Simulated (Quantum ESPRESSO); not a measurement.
WAu under changes of volume

One of the cells (20.751 Å³/atom); the others are scaled copies at fixed shape and fractional positions:

```
W Au
1.0
     0.00000    2.74798    2.74798
     2.74798    0.00000    2.74798
     2.74798    2.74798    0.00000
W Au
1 1
Cartesian
  0.0000 0.0000 0.0000
  4.1220 4.1220 4.1220
```

The cell was built by a generator and needn't be a form met in nature.

- Program: Quantum ESPRESSO 7.5
- Functional: PBE
- Potentials or basis: SSSP 1.3 efficiency PBE
- Cutoff: 816 eV
- Density cutoff: 5987 eV
- k mesh: 8 × 8 × 8
- Occupations: fermi-dirac, width 0.05 eV
- Spin: no spin polarisation

```tsv
volume (Å³/atom)	energy over the lowest point (meV/atom)	pressure (GPa)
19.506	524.81	52.0
19.921	?	?
20.336	291.11	38.6
20.751	198.49	32.9
21.166	119.98	27.7
21.581	54.22	23.1
21.996	0.00	18.8
```

Question: What does the run at 19.921 Å³/atom give?

Answer: Energy over the lowest point 399.33 meV/atom; pressure 45.0 GPa.

Worked out: A Birch-Murnaghan fit of order 3 (a polynomial in V^(-2/3)) to the other rows has no minimum within the range. It gives 399.32 meV/atom at 19.921 Å³/atom, against the run's 399.33, and -dE/dV = 45.0 GPa, against 45.0.

Energies are extrapolated to zero smearing.
